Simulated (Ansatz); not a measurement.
# Zn (Zinc): the cost of one run

Computed with Ansatz 0.2.0 (DFT LDA, frozen-core PAW, scalar-relativistic unless said, unless a step's input says otherwise).

The COD entry's cell or inner coordinates are ideal or old and differ from later refinements, so a difference from it is no clean test against experiment.

### Step 1. The structure to begin with

Symmetry: P6_3/mmc, No. 194, hexagonal system. The conventional cell has a = 2.670 Å, b = 2.670 Å, c = 4.966 Å, α = 90.00°, β = 90.00°, γ = 120.00°. Zn (site symmetry -6m2) is surrounded by 12 Zn at 2.67 to 2.92 Å.

As a file:

```
CELL_PARAMETERS angstrom
2.67000 0.00000 0.00000
-1.33500 2.31229 0.00000
0.00000 0.00000 4.96600
ATOMIC_POSITIONS crystal
Zn 0.33333 0.66667 0.25000
Zn 0.66667 0.33333 0.75000
```

Cartesian axes are those of the input's lattice vectors. The structure goes back to a database entry.

### Step 2. Cell and atoms relaxed, PAW

input.yaml reads:

```yaml
crystal:
  lattice:
    - [2.67, 0.0, 0.0]
    - [-1.335, 2.3122878281, 0.0]
    - [0.0, 0.0, 4.966]
  atoms:
    - { symbol: Zn, position: [0.333333333333, 0.666666666667, 0.25] }
    - { symbol: Zn, position: [0.666666666667, 0.333333333333, 0.75] }
kpoints:
  mp_grid: { grid: [20, 20, 10] }
scf:
  occupations: { method: fermi_dirac, width: 0.05 }
hamiltonian:
  xc: lda
  pseudopotentials: { kind: paw }
relax:
  f_tol: 0.002
  max_steps: 80
  cell: {}
output:
  forces: true
  stress: true
```

Command:

```sh
$ ansatz run input.yaml --threads 1 --pin off --max-ram 3072MiB --backend cpu --events-out ev --progress --plain --runs-dir out
```

Q: Estimate wall time and peak memory on 1 thread of Intel Xeon Platinum 8375C at 2.90GHz (Ice Lake), shared host.

About 51 s, with a peak of 0.44 GiB.
